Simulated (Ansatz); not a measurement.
Task: a geometry optimisation of CH₉AlOSi₂, SMILES C[O][AlH][SiH2][SiH3], with Ansatz 0.2.0, Python API. Give the script and its output. Level of theory: B3LYP, def2-SVP basis, multiplicity 1, D3BJ dispersion.

```xyz
14

C    -1.1823    0.6476    1.9905
O    -1.2417   -0.6293    1.4974
Al    0.4645   -1.1541    1.1013
Si    1.4832   -0.6820   -1.0114
Si   -0.1287    0.3683   -2.2382
H    -2.2757    1.0079    2.1990
H    -0.6254    0.7763    2.9300
H    -0.7988    1.4157    1.2066
H     1.3831   -1.8654    2.2722
H     2.5985    0.1632   -0.8359
H     1.7712   -1.9490   -1.6532
H     0.4332    0.6810   -3.5366
H    -0.5462    1.6551   -1.5599
H    -1.3479   -0.4644   -2.3330
```

`opt_ch9alosi2.py`:
```python
'''Minimum-energy structure of CH9AlOSi2.'''

import itertools

import ansatz as az
from ase.data import atomic_numbers, covalent_radii
import numpy as np


def main() -> None:
    geometry_ang = [
        ('C', (-1.1823, 0.6476, 1.9905)),
        ('O', (-1.2417, -0.6293, 1.4974)),
        ('Al', (0.4645, -1.1541, 1.1013)),
        ('Si', (1.4832, -0.682, -1.0114)),
        ('Si', (-0.1287, 0.3683, -2.2382)),
        ('H', (-2.2757, 1.0079, 2.199)),
        ('H', (-0.6254, 0.7763, 2.93)),
        ('H', (-0.7988, 1.4157, 1.2066)),
        ('H', (1.3831, -1.8654, 2.2722)),
        ('H', (2.5985, 0.1632, -0.8359)),
        ('H', (1.7712, -1.949, -1.6532)),
        ('H', (0.4332, 0.681, -3.5366)),
        ('H', (-0.5462, 1.6551, -1.5599)),
        ('H', (-1.3479, -0.4644, -2.333)),
    ]
    molecule = az.Crystal.molecule()
    for symbol, xyz in geometry_ang:
        molecule = molecule.atom(symbol, xyz)

    model = (
        molecule.calculation()
        .basis(gaussian='def2-SVP')
        .functional('b3lyp', dispersion='d3bj')
    )
    symbols = [site.symbol for site in molecule.cartesian_sites]
    start = np.array([site.position_ang for site in molecule.cartesian_sites], dtype=float)
    rep = model.relax(force_tolerance=0.01, max_steps=100).run(threads=1, pin='off').report
    end = np.array(rep['positions_ang'])

    print('reference energy %16.6f eV' % rep['reference_energy_ev'])
    print('total energy     %16.6f eV' % rep['free_energy_ev'])
    print('occupied orbitals outside the frozen core (up, down):', rep['n_occupied'], ' frozen:', rep['n_frozen'], ' virtual:', rep['n_virtual'])

    # pairs closer than 1.2 times the sum of covalent radii, before or after
    radius = [covalent_radii[atomic_numbers[s]] for s in symbols]
    span = lambda where, i, j: np.linalg.norm(where[i] - where[j])
    bonded = [(i, j) for i, j in itertools.combinations(range(len(symbols)), 2) if min(span(start, i, j), span(end, i, j)) < 1.2 * (radius[i] + radius[j])]
    print('pair        before    after (A)')
    for i, j in bonded:
        print(f'{symbols[i]}{i}-{symbols[j]}{j}'.ljust(10), f'{span(start, i, j):8.4f} {span(end, i, j):8.4f}')
    for first, second in list(itertools.combinations(bonded, 2)):
        shared = set(first) & set(second)
        if shared and symbols[(j := shared.pop())] != 'H':
            i, k = sorted((set(first) | set(second)) - {j})
            u, v = end[i] - end[j], end[k] - end[j]
            angle = np.degrees(np.arccos(np.clip(u @ v / np.linalg.norm(u) / np.linalg.norm(v), -1, 1)))
            print(f'final angle {symbols[i]}{i}-{symbols[j]}{j}-{symbols[k]}{k}: {angle:.2f} deg')


if __name__ == '__main__':
    main()
```

```console
$ python opt_ch9alosi2.py
reference energy    -25576.014556 eV
total energy        -25576.580648 eV
occupied orbitals outside the frozen core (up, down): [32, 32]  frozen: 0  virtual: [95, 95]
pair        before    after (A)
C0-O1        1.3701   1.3968
C0-H5        1.1700   1.1049
C0-H6        1.0997   1.1047
C0-H7        1.1626   1.1072
O1-Al2       1.8285   1.7006
Al2-Si3      2.3925   2.4555
Al2-H8       1.6495   1.5792
Si3-Si4      2.2818   2.3542
Si3-H9       1.4103   1.5000
Si3-H10      1.4492   1.4979
Si4-H11      1.4489   1.4937
Si4-H12      1.5134   1.4941
Si4-H13      1.4795   1.4949
final angle O1-C0-H5: 110.49 deg
final angle O1-C0-H6: 110.54 deg
final angle O1-C0-H7: 112.84 deg
final angle C0-O1-Al2: 140.63 deg
final angle H5-C0-H6: 107.40 deg
final angle H5-C0-H7: 107.67 deg
final angle H6-C0-H7: 107.68 deg
final angle O1-Al2-Si3: 118.95 deg
final angle O1-Al2-H8: 114.97 deg
final angle Si3-Al2-H8: 126.08 deg
final angle Al2-Si3-Si4: 112.46 deg
final angle Al2-Si3-H9: 110.62 deg
final angle Al2-Si3-H10: 110.96 deg
final angle Si4-Si3-H9: 107.30 deg
final angle Si4-Si3-H10: 108.40 deg
final angle Si3-Si4-H11: 112.37 deg
final angle Si3-Si4-H12: 109.69 deg
final angle Si3-Si4-H13: 109.93 deg
final angle H9-Si3-H10: 106.87 deg
final angle H11-Si4-H12: 108.52 deg
final angle H11-Si4-H13: 108.39 deg
final angle H12-Si4-H13: 107.82 deg
```

What to keep in mind:
- Total energies depend on the basis set; only differences at equal settings carry meaning.
- The end point is the stationary point reached from this start; no frequency run checks that it is a minimum, and the basis set is modest.
- Total less reference energy is the dispersion correction.
- b3lyp holds the VWN-RPA fit, as in Gaussian; the form of ORCA and Turbomole is b3lyp5.
- Finished in 40 s on 1 thread of AMD EPYC 9R45 96-Core Processor (Zen 5) (shared host), peak memory 0.39 GiB.

(Lines on the test bed's own set-up are left out of the output.)
